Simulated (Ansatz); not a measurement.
# Be2Sn (antifluorite type): Wannier functions and tight-binding models, part 2 of 2

Where do the localised orbitals of Be2Sn (antifluorite type) sit, how far are they spread, and how do the settings change that? The runs, in order: PBE, anion s p, 6×6×6; PBE, anion s p, 4×4×4; PBE, anion s p, 8×8×8; PBE, anion p, 6×6×6; PBE, all s p, disentangled, 6×6×6; r2SCAN, anion s p, 6×6×6; r2SCAN, anion p, 6×6×6 (level, trial orbitals, Wannier mesh).

Ansatz 0.2.0; plane waves, PAW; no spin-orbit coupling unless a run is so named. The steps go on from the part before.

## 6. PBE, all s p, disentangled, 6×6×6

File input.yaml:

```yaml
crystal:
  lattice:
    - [0.0, 2.9015655603, 2.9015655603]
    - [2.9015655603, 0.0, 2.9015655603]
    - [2.9015655603, 2.9015655603, 0.0]
  atoms:
    - { symbol: Sn, position: [0.0, 0.0, 0.0] }
    - { symbol: Be, position: [0.25, 0.25, 0.25] }
    - { symbol: Be, position: [0.75, 0.75, 0.75] }
kpoints:
  mp_grid: { grid: [6, 6, 6] }
  band_path:
    path:
      - [[0.0, 0.0, 0.0], [0.5, -2.963379640003e-35, 0.5], [0.625, 0.25, 0.625]]
      - [[0.375, 0.375, 0.75], [0.0, 0.0, 0.0], [0.5, 0.5, 0.5], [0.5, 0.25, 0.75], [0.5, -2.963379640003e-35, 0.5]]
    npoints: 10
hamiltonian:
  xc: pbe
scf:
  occupations: { method: fermi_dirac, width: 0.02 }
  n_extra_bands: 12
output:
  forces: false
  stress: false
  eigenvalues: true
  wannier:
    kmesh: [6, 6, 6]
    projections:
      - { species: Sn, l: s, shell: 5 }
      - { species: Sn, l: p, shell: 5 }
      - { species: Be, l: s, shell: 2 }
      - { species: Be, l: p, shell: 2 }
    minimise: true
    write_hr: true
    conv_tol: 1.0e-08
    max_iter: 3000
    disentanglement: { window: [-16.47, 25.53], frozen_window: [1.53, 11.03] }
```

The run is started by

```console
$ ansatz run input.yaml --threads 4 --pin off --max-ram 3686MiB --backend cpu --events-out ev --progress --plain --runs-dir out
```

Log:

```text
Warning: RAYON_NUM_THREADS=4 ignored (pool sized by the plan → 4); use --threads N
Be: the file doesn't list 2p, so it is added from the neutral free atom; the dataset's partial waves leave at most 6.5e-4 of an orbital's norm unspanned inside its sphere
scf.n_extra_bands = 12 over 9 filled bands (N_el = 18.0): the run solves 21 bands
Engine: ansatz 0.2.0, aarch64-unknown-linux-gnu
Pseudopotentials: kind: paw
Pseudopotential: Sn, paw, valence charge 14, recommended cutoff 420 eV (normal), Sn.paw.azcp
Pseudopotential: Be, paw, valence charge 2, recommended cutoff 420 eV (normal), Be.paw.azcp
Functional definition: PBE
  parameter kappa = 0.804
  parameter beta = 0.06672455060314922
  exchange = pbe_x(kappa = kappa, mu = beta*pi^2/3)
  correlation = pbe_c(beta = beta)
Crystal: 3 atoms, lattice volume = 48.857 Å³
Basis set: ecut = 420 eV, 941 PW (Γ)
Bands: 21, of which v1, the nominal top of the filled ones, is band 9 counted from 1 (8 counted from 0)
Symmetry: 48 space group operations
Space group: Fm-3m (ITA 225), of the structure as read, at distance tolerance 3.7e-5 Å
k-points: 16 of 216
Non-local potential: Sn, projectors of the file, l = 0: 2, l = 1: 2, l = 2: 2, l = 3: 2
Non-local potential: Be, projectors of the file, l = 0: 2, l = 1: 2, l = 2: 1
PAW form: soft (Blöchl's): semilocal exchange-correlation on the pseudo side does not see the compensation charge
PAW one-centre angular grid: Sn, 590 points (default); XC on 64 Gauss nodes
PAW one-centre angular grid: Be, 110 points (default); XC on 64 Gauss nodes
Initial density: superposition of atomic densities (neutral atoms: chi_scale 0, normalization atom), corrected by the library's trained network
Initial wavefunctions: pseudopotential atomic-orbital guess
Functional: x = pbe(κ = 0.804, μ = 0.2195149727645171), c = pbe(β = 0.06672455060314922)
SCF iter   1: F=—  HF=-6208.048541 eV  |F-HF|=—  |Δ(HF+E_count)|=         —  Δρ=2.04e-3  dr2=2.82e-3  ethr=1.77e-3  ⟨swp⟩=6.3  Hψ=1815  notcnv=0  defer=19
preconditioner: auto → none  [insulator: Δε(μ)=0.343 eV  Ē_g=22.391 eV  σ=0.020 eV  W_gap=0.64  n_scr=14 (ndim 8)  ℏωp=22.5 eV  f_vac=0.007  D(μ)=1.99/eV (n_scr^D=14)  ε∞_Penn≈2.0]
SCF iter   2: F=—  HF=-6208.048374 eV  |F-HF|=—  |Δ(HF+E_count)|=   1.67e-4  Δρ=1.08e-3  dr2=8.30e-4  ethr=1.57e-5  ⟨swp⟩=2.8  Hψ=669  notcnv=0  defer=80
SCF iter   3: F=—  HF=-6208.048568 eV  |F-HF|=—  |Δ(HF+E_count)|=   1.93e-4  Δρ=5.25e-4  dr2=1.89e-4  ethr=4.61e-6  ⟨swp⟩=2.0  Hψ=487  notcnv=0  defer=80
SCF iter   4: F=—  HF=-6208.048509 eV  |F-HF|=—  |Δ(HF+E_count)|=   5.82e-5  Δρ=1.43e-4  dr2=1.35e-5  ethr=1.05e-6  ⟨swp⟩=2.6  Hψ=415  notcnv=0  defer=80
SCF iter   5: F=—  HF=-6208.048505 eV  |F-HF|=—  |Δ(HF+E_count)|=   4.16e-6  Δρ=1.41e-5  dr2=7.03e-8  ethr=7.47e-8  ⟨swp⟩=2.1  Hψ=389  notcnv=0  defer=80
SCF iter   6: F=-6208.048505 eV  HF=-6208.048505 eV  |F-HF|=8.04e-9  |Δ(HF+E_count)|=   2.08e-7  Δρ=3.98e-6  dr2=8.02e-9  ethr=3.91e-10  ⟨swp⟩=5.4  Hψ=1441  notcnv=0
SCF 1 converged in 6 iterations: F = -6208.048505 eV  dr2 = 8.02e-9
NSCF: frozen V_eff on 62 k-points
NSCF: frozen V_eff on 19 k-points
the Wannier pass solved 19 of the 216 points of its mesh, and has the states at the others by symmetry: states obtained by the crystal's operations at points that were solved too leave a residual of 1.82e-13 eV (read by the count's bands and the next), within 4.17e-6 eV
NSCF: frozen V_eff on 19 k-points
the Wannier pass solved 19 of the 216 points of its mesh, and has the states at the others by symmetry: states obtained by the crystal's operations at points that were solved too leave a residual of 3.55e-13 eV (read by the count's bands and the next), within 4.17e-6 eV
SCF converged after 6 iterations
Free energy (F): -6208.048505 eV
Harris-Foulkes:  -6208.048505 eV  (|F-HF|=8.04e-9)
Internal energy: -6208.045931 eV  (E = F + TS)
E sigma→0 (E₀):  -6208.047218 eV
Entropy (-TS):   -0.002575 eV (-0.858 meV/atom)
Fermi energy:    8.532011 eV
--- Per-component energies (eV) ---
  E_band       = -97.448224
  E_kinetic    = 225.096652
  E_local      = -1097.874920  (includes V_loc(G=0)·N_el)
  E_nonlocal   = -22.898045
  E_hartree    = 648.179159
  E_xc         = -419.357251
  E_vxc        = -134.600688  (∫ρ·V_xc dr)
  E_paw        = -4258.519846  (= ΣΔE_a)
  E_vpaw       = -363.534010  (= ΣTr[D̂ρ^β])
  E_aug_tail   = -0.000001  (compensation charges beyond the density's cutoff)
  E_ewald      = -1282.671678
  E_smearing   = -0.002575  (= −TS)
  E_closure    = 0.000000  (closes the sum)
  Σ components = -6208.048505   (vs F -6208.048505, Δ=0.00e0)
--- Band table (eV; the first three rows and the last of 16) ---
  k-point 0: bands = ["-12.8401", "-12.8401", "-12.8401", "-12.7527", "-12.7527", "-2.4725", "9.5310", "9.5310", "9.5310", "9.7758", "9.7758", "9.7758", "12.4459", "13.6032", "14.1808", "14.1808", "14.1808", "17.4368", "17.4368", "20.7538", "28.7652"]
  k-point 1: bands = ["-12.8373", "-12.8346", "-12.8346", "-12.7524", "-12.7524", "-2.1530", "6.5236", "8.4823", "8.4823", "10.7075", "10.7075", "10.7544", "13.0315", "13.9048", "13.9659", "13.9659", "16.1505", "19.0043", "19.0043", "21.0903", "26.8143"]
  k-point 2: bands = ["-12.8318", "-12.8253", "-12.8253", "-12.7504", "-12.7504", "-1.2449", "3.6241", "7.7595", "7.7595", "10.5269", "10.5269", "10.6158", "12.9517", "15.3743", "15.4324", "15.4324", "19.8403", "20.7658", "21.5190", "21.5190", "23.5043"]
  k-point 15: bands = ["-12.8369", "-12.8101", "-12.7965", "-12.7643", "-12.7427", "0.5984", "3.0593", "4.2171", "4.6291", "9.9947", "11.3483", "13.0938", "15.3605", "15.6714", "16.1855", "19.7343", "20.5251", "21.3331", "22.5536", "22.7581", "23.2909"]
Wannier search: line search 1 of at most 3000: gauge-dependent spread (as the search counts it) 8.5341439 Å², largest recent change 3.8e0 Å² and fall left 8.2e-3 Å² against conv_tol 1.0e-8 Å², 0 stops escaped
WARN: <dir> 48 periodic images of 48 elements of H(R) lie 4.88e-4 to 1.95e-3 Å beyond their element's nearest image, near the 9.77e-4 Å window within which an element is shared among its images; whether they share it moves the interpolated H(k) by 3.3e-3 eV (Frobenius norm, root mean square over the Brillouin zone); at the model's own mesh points H(k) does not change
```

It took 3.9 s on 4 threads of Arm Neoverse V2, shared host; peak memory 0.39 GiB.

The windows are typed on the program's own energy scale, on which the last band filled by count tops at 9.57 eV (the bands overlap, so it is not filled everywhere).

The head of wannier.spreads.toml:

```toml
omega_i_ang2 = 16.159315177013426
omega_d_ang2 = 0.00506955918726767
omega_od_ang2 = 3.4599953759951867
omega_total_ang2 = 19.62438011219588
least_projectability = 0.8014059434300742
b_vectors_match_mmn = true
n_iter = 36
converged = true
rejected_fitted_steps = 0
dis_converged = true
dis_n_iter = 214
dis_n_moved = 0
dis_level_miss = 0.008930214251147385
```

The functions (centres in Å, on-site energies from the highest level of the last filled band):

```csv
n,x,y,z,spread (Å²),on-site (eV),nearest atoms,distance (Å)
1,0.349,-0.348,0.349,1.972,1.159,Sn1,0.60
2,0.349,0.348,-0.349,1.972,1.159,Sn1,0.60
3,-0.349,0.349,0.348,1.972,1.159,Sn1,0.60
4,-0.348,-0.349,-0.348,1.972,1.159,Sn1,0.60
5,1.854,1.047,1.047,1.454,1.704,Be2,0.70
6,4.756,3.949,4.756,1.480,1.835,Be3,0.70
7,1.047,1.047,1.854,1.454,1.704,Be2,0.70
8,1.854,1.854,1.854,1.454,1.704,Be2,0.70
9,1.047,1.854,1.047,1.454,1.704,Be2,0.70
10,4.756,4.756,3.949,1.480,1.835,Be3,0.70
11,3.949,3.949,3.949,1.480,1.835,Be3,0.70
12,3.949,4.756,4.756,1.480,1.835,Be3,0.70
```

The largest hoppings ⟨m, 0|H|n, R⟩, one of each Hermitian pair (signs follow the phases of the functions):

```csv
m,n,R,distance (Å),t (eV)
1,2,0 0 0,0.99,-2.367
2,3,0 0 0,0.99,2.367
2,4,0 0 0,0.99,-2.367
1,3,0 0 0,0.99,2.367
1,4,0 0 0,0.99,-2.367
3,4,0 0 0,0.99,2.367
11,3,0 1 1,1.80,2.279
10,1,1 0 1,1.80,-2.279
```

Interpolated bands at the corners of the path, eV from the highest level of the last filled band (the lowest 4 left out):

```csv
point,e5,e6,e7,e8,e9,e10,e11,e12
Γ,0.20,0.20,0.20,2.87,4.08,4.61,4.61,4.61
X,-1.30,-0.15,5.88,5.88,6.92,9.91,9.91,11.62
U,-0.52,2.63,4.19,5.03,6.47,8.30,8.87,11.75
K,-0.52,2.63,4.19,5.03,6.47,8.30,8.87,11.75
Γ,0.20,0.20,0.20,2.87,4.08,4.61,4.61,4.61
L,0.68,0.68,0.97,3.61,7.67,7.80,7.80,12.99
W,1.97,1.98,3.39,5.27,6.32,6.37,10.85,10.86
X,-1.30,-0.15,5.88,5.88,6.92,9.91,9.91,11.62
```

Along the path each interpolated band stays within 0.01, 0.02, 0.03, 0.02, 0.07, 0.26, 0.20, 1.05, 0.44, 1.51, 2.06, 0.98 eV of the nearest computed level, from the lowest band up; bands outside the frozen window needn't match, and between the mesh's points a coarse mesh lets the others stray too.

Misses of an eV or more mean that the model does not follow those bands.

## 7. r2SCAN, anion s p, 6×6×6

Changes to input.yaml since step 6:

```diff
@@ -17,6 +17,6 @@
 hamiltonian:
-  xc: pbe
+  xc: r2scan
 scf:
   occupations: { method: fermi_dirac, width: 0.02 }
-  n_extra_bands: 12
+  n_extra_bands: 6
 output:
@@ -27,7 +27,3 @@
     kmesh: [6, 6, 6]
-    projections:
-      - { species: Sn, l: s, shell: 5 }
-      - { species: Sn, l: p, shell: 5 }
-      - { species: Be, l: s, shell: 2 }
-      - { species: Be, l: p, shell: 2 }
+    projections: [{ species: Sn, l: s, shell: 5 }, { species: Sn, l: p, shell: 5 }]
     minimise: true
@@ -36,2 +32,5 @@
     max_iter: 3000
-    disentanglement: { window: [-16.47, 25.53], frozen_window: [1.53, 11.03] }
+  write_density: true
+  write_potential: true
+  elf: true
+  volumetric_format: npy
```

The run is started by

```console
$ ansatz run input.yaml --threads 4 --pin off --max-ram 3686MiB --backend cpu --events-out ev --progress --plain --runs-dir out
```

Log (excerpt; [...] marks lines left out):

```text
Warning: RAYON_NUM_THREADS=4 ignored (pool sized by the plan → 4); use --threads N
scf.n_extra_bands = 6 over 9 filled bands (N_el = 18.0): the run solves 15 bands
[...]
[... 1 set-up line as earlier in the session ...]
Pseudopotential: Sn, paw, valence charge 14, recommended cutoff 500 eV (meta_gga), Sn.paw.azcp
Pseudopotential: Be, paw, valence charge 2, recommended cutoff 500 eV (meta_gga), Be.paw.azcp
Functional definition: r2SCAN
[...]
Crystal: 3 atoms, lattice volume = 48.857 Å³
Basis set: ecut = 500 eV, 1243 PW (Γ), exchange–correlation on 120×120×120 points (64 copies of the dense FFT grid, shifted against one another)
Bands: 15, of which v1, the nominal top of the filled ones, is band 9 counted from 1 (8 counted from 0)
[... 2 set-up lines as earlier in the session ...]
k-points: 16 of 216
[...]
NSCF: frozen V_eff on 19 k-points
the Wannier pass solved 19 of the 216 points of its mesh, and has the states at the others by symmetry: states obtained by the crystal's operations at points that were solved too leave a residual of 3.77e-13 eV (read by the count's bands and the next), within 4.17e-6 eV
SCF converged after 6 iterations
Free energy (F): -6223.671305 eV
[...]
E sigma→0 (E₀):  -6223.669964 eV
Entropy (-TS):   -0.002682 eV (-0.894 meV/atom)
Fermi energy:    8.547015 eV
[...]
--- Band table (eV; the first three rows and the last of 16) ---
  k-point 0: bands = ["-13.5462", "-13.5462", "-13.5462", "-13.4450", "-13.4450", "-3.1125", "9.6824", "9.6824", "9.6824", "9.8235", "9.8235", "9.8235", "12.9245", "14.2395", "14.7863"]
[...]
Wannier search: line search 1 of at most 3000: gauge-dependent spread (as the search counts it) 4.9708257 Å², largest recent change 6.9e-1 Å² and fall left 2.3e-3 Å² against conv_tol 1.0e-8 Å², 0 stops escaped
```

Run time: 2.8 s. Hardware: 4 threads of Arm Neoverse V2, shared host; peak memory 0.41 GiB.

wannier.win names the bands that the functions span: 6, combinations of 7-12 (counted from 1; 9 are filled by count, though the bands overlap). Combinations are drawn from entangled bands, so such a model needn't follow any one band.

The head of wannier.spreads.toml:

```toml
omega_i_ang2 = 9.716867496079928
omega_d_ang2 = 0.008591389124163469
omega_od_ang2 = 2.701894913234892
omega_total_ang2 = 12.427353798438983
least_projectability = 0.7255787056280265
b_vectors_match_mmn = true
n_iter = 33
converged = true
rejected_fitted_steps = 1
```

The functions (centres in Å, on-site energies from the highest level of the last filled band):

```csv
n,x,y,z,spread (Å²),on-site (eV),nearest atoms,distance (Å)
1,-0.463,0.463,0.463,3.107,-6.173,Sn1,0.80
2,0.463,-0.463,0.463,3.107,-6.173,Sn1,0.80
3,-0.463,-0.463,-0.463,3.107,-6.173,Sn1,0.80
4,0.463,0.463,-0.463,3.107,-6.173,Sn1,0.80
```

Along the path each interpolated band stays within 0.04, 0.52, 0.48, 0.32 eV of the nearest computed level, from the lowest band up.

## 8. r2SCAN, anion p, 6×6×6

Changes to input.yaml since step 7:

```diff
@@ -27,3 +27,3 @@
     kmesh: [6, 6, 6]
-    projections: [{ species: Sn, l: s, shell: 5 }, { species: Sn, l: p, shell: 5 }]
+    projections: [{ species: Sn, l: p, shell: 5 }]
     minimise: true
@@ -32,5 +32 @@
     max_iter: 3000
-  write_density: true
-  write_potential: true
-  elf: true
-  volumetric_format: npy
```

The run is started by

```console
$ ansatz run input.yaml --threads 4 --pin off --max-ram 3686MiB --backend cpu --events-out ev --progress --plain --runs-dir out
```

Log (excerpt; [...] marks lines left out):

```text
Warning: RAYON_NUM_THREADS=4 ignored (pool sized by the plan → 4); use --threads N
scf.n_extra_bands = 6 over 9 filled bands (N_el = 18.0): the run solves 15 bands
[...]
[... 4 set-up lines as earlier in the session ...]
[...]
Crystal: 3 atoms, lattice volume = 48.857 Å³
Basis set: ecut = 500 eV, 1243 PW (Γ), exchange–correlation on 120×120×120 points (64 copies of the dense FFT grid, shifted against one another)
Bands: 15, of which v1, the nominal top of the filled ones, is band 9 counted from 1 (8 counted from 0)
[... 2 set-up lines as earlier in the session ...]
k-points: 16 of 216
[...]
NSCF: frozen V_eff on 19 k-points
the Wannier pass solved 19 of the 216 points of its mesh, and has the states at the others by symmetry: states obtained by the crystal's operations at points that were solved too leave a residual of 3.21e-13 eV (read by the count's bands and the next), within 4.17e-6 eV
SCF converged after 6 iterations
Free energy (F): -6223.671305 eV
[...]
E sigma→0 (E₀):  -6223.669964 eV
Entropy (-TS):   -0.002682 eV (-0.894 meV/atom)
Fermi energy:    8.547015 eV
[...]
--- Band table (eV; the first three rows and the last of 16) ---
  k-point 0: bands = ["-13.5462", "-13.5462", "-13.5462", "-13.4450", "-13.4450", "-3.1125", "9.6824", "9.6824", "9.6824", "9.8235", "9.8235", "9.8235", "12.9245", "14.2395", "14.7863"]
[...]
Wannier search: line search 1 of at most 3000: gauge-dependent spread (as the search counts it) 1.0836561 Å², largest recent change 1.8e-3 Å² and fall left 8.1e-7 Å² against conv_tol 1.0e-8 Å², 0 stops escaped
```

Wall time 2.7 s (4 threads of Arm Neoverse V2, shared host); peak memory 0.4 GiB.

wannier.win names the bands that the functions span: combinations of 7-12 (counted from 1; 9 are filled by count, though the bands overlap). Combinations are drawn from entangled bands, so such a model needn't follow any one band.

The head of wannier.spreads.toml:

```toml
omega_i_ang2 = 12.68199355178459
omega_d_ang2 = 0.000000000000000000008422627198270608
omega_od_ang2 = 0.8416907732786122
omega_total_ang2 = 13.523684325063202
least_projectability = 0.4353350252993994
b_vectors_match_mmn = true
n_iter = 29
converged = true
rejected_fitted_steps = 1
```

The functions (centres in Å, on-site energies from the highest level of the last filled band):

```csv
n,x,y,z,spread (Å²),on-site (eV),nearest atoms,distance (Å)
1,0.000,0.000,0.000,4.508,-4.656,Sn1,0.00
2,0.000,0.000,0.000,4.508,-4.656,Sn1,0.00
3,0.000,0.000,0.000,4.508,-4.656,Sn1,0.00
```

Along the path each interpolated band stays within 0.48, 0.47, 0.32 eV of the nearest computed level, from the lowest band up.

## 9. All runs side by side

```csv
run,functions,total spread (Å²),invariant part (Å²),mean spread (Å²),largest miss of a band (eV),time
"PBE, anion s p, 6×6×6",4,12.599,9.890,3.150,0.51,1.5 s
"PBE, anion s p, 4×4×4",4,10.718,8.213,2.679,0.76,1.3 s
"PBE, anion s p, 8×8×8",4,13.523,10.826,3.381,0.45,2.6 s
"PBE, anion p, 6×6×6",3,13.606,12.774,4.535,0.48,1.5 s
"PBE, all s p, disentangled, 6×6×6",12,19.624,16.159,1.635,2.06,3.9 s
"r2SCAN, anion s p, 6×6×6",4,12.427,9.717,3.107,0.52,2.8 s
"r2SCAN, anion p, 6×6×6",3,13.524,12.682,4.508,0.48,2.7 s
```

## 10. Results

What follows sums up all 2 parts.

| quantity | value |
| --- | --- |
| total spread, PBE, anion s p, 6×6×6 | 12.60 Å² over 4 functions |
| total spread, PBE, anion s p, 4×4×4 | 10.72 Å² over 4 functions |
| total spread, PBE, anion s p, 8×8×8 | 13.52 Å² over 4 functions |
| total spread, PBE, anion p, 6×6×6 | 13.61 Å² over 3 functions |
| total spread, PBE, all s p, disentangled, 6×6×6 | 19.62 Å² over 12 functions |
| total spread, r2SCAN, anion s p, 6×6×6 | 12.43 Å² over 4 functions |
| total spread, r2SCAN, anion p, 6×6×6 | 13.52 Å² over 3 functions |
| centres of the first set | 0.80 Å from the nearest atom |

What this shows: With PBE, anion s p, 6×6×6 the 4 functions move off the atoms, with a mean spread of 3.15 Å²; 78 % of the total is gauge invariant. The total spread goes from 10.72 Å² on 4×4×4 to 13.52 Å² on 8×8×8: finite differences in k understate it on coarse meshes, while the largest miss of a band goes from 0.76 to 0.45 eV. On one set and mesh the functional gives 12.60 (PBE), 12.43 (r2SCAN) Å². The disentangled models miss some band by up to 2.1 eV, which may lie outside their frozen windows.
